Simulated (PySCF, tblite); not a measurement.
# C₃H₆AlBO₄: geometry, infrared bands and NMR shifts

Wanted: the infrared bands and NMR shifts of C₃H₆AlBO₄ (`OB(O)C1=C[O][AlH2-][O+]=C1`), by calculation.

The runs use tblite 0.8.0 and PySCF 2.14.0, with density-fitted response routines of our own; the level of theory stands in each step. All values are computed, except where a source is named. Atoms are numbered from 0 throughout.

## (1) Starting geometry

15 atoms, charge 0, multiplicity 1; geometry from: force field or distance geometry start.

Bonds of the start (Å): O0–B1 1.46, B1–O2 1.47, B1–C3 1.58, C3–C4 1.36, C4–O5 1.40, O5–Al6 1.83, Al6–O7 1.85, O7–C8 1.27, C8–C3 1.49, O0–H9 0.99, O2–H10 0.98, C4–H11 1.08, Al6–H12 1.59, Al6–H13 1.60, C8–H14 1.09.

## (2) Optimising the geometry with GFN2-xTB

What the job is given:

```
{"job": {"kind": "relax", "xc": "GFN2-xTB", "basis": "xTB"}, "charge": 0, "multiplicity": 1}
O      2.537000     1.510200     0.137900
B      1.934500     0.212400    -0.165600
O      2.832000    -0.917900    -0.467500
C      0.366900     0.027200    -0.158700
C     -0.141800    -1.203800    -0.429900
O     -1.510800    -1.503700    -0.468700
Al    -2.778000    -0.240200    -0.070900
O     -1.724800     1.244100     0.236100
C     -0.459800     1.219800     0.173100
H      2.664800     1.508300     1.123700
H      3.011800    -1.337800     0.402900
H      0.527200    -2.023800    -0.664100
H     -3.749500    -0.004800    -1.306200
H     -3.554300    -0.648100     1.263500
H      0.040300     2.166200     0.372500
```

On the command line:

```sh
$ OMP_NUM_THREADS=1 python probes_run.py task.json out
```

This one command runs all jobs of the session in turn.

**Question.** This job is followed by: GFN2-xTB harmonic vibrations, gas phase; GIAO PBE0/pcSseg-1 NMR shielding, non-relativistic, gas phase. What will the session give for the following? strongest single infrared mode (GFN2-xTB); zero-point energy (GFN2-xTB); 13C shifts against TMS (PBE0/pcSseg-1, means over atoms taken as alike); 1H shifts against TMS (PBE0/pcSseg-1, means over atoms taken as alike); 17O shifts against H2O (PBE0/pcSseg-1, means over atoms taken as alike); 11B shifts against BF3·OEt2 (PBE0/pcSseg-1); 27Al shifts against AlH4- (PBE0/pcSseg-1).

As calculated:

```
                                                               quantity                  value
                              strongest single infrared mode (GFN2-xTB)  1434 cm⁻¹, 789 km/mol
                                           zero-point energy (GFN2-xTB)          56.7 kcal/mol
13C shifts against TMS (PBE0/pcSseg-1, means over atoms taken as alike)       199.4, 111.4 ppm
 1H shifts against TMS (PBE0/pcSseg-1, means over atoms taken as alike)   9.04, 4.40, 3.33 ppm
17O shifts against H2O (PBE0/pcSseg-1, means over atoms taken as alike)       323.4, 106.2 ppm
                            11B shifts against BF3·OEt2 (PBE0/pcSseg-1)               24.4 ppm
                              27Al shifts against AlH4- (PBE0/pcSseg-1)               52.1 ppm
```

In words: Over 80 steps the energy fell by 2.128 eV; of the close pairs, C4–O5 changed most, 1.402 to 1.264 Å. All 39 modes are real, so the xTB geometry is a minimum. The strongest single mode, at 1434 cm⁻¹, has its largest shares on C3, C8 and C4 (the list is cut at 3 atoms). GFN2-xTB is a fitted tight-binding method: band positions and strengths are rough. Its intensities can rank the bands wrongly. C4, C8 (mean) (alkene carbon bearing oxygen) lies farthest downfield among carbon, at 199.4 ppm; an sp2 carbon further deshielded by the attached heteroatom. At PBE0/pcSseg-1: The largest span, 590 ppm, is at O5, O7, where the paramagnetic term is -385 ppm.
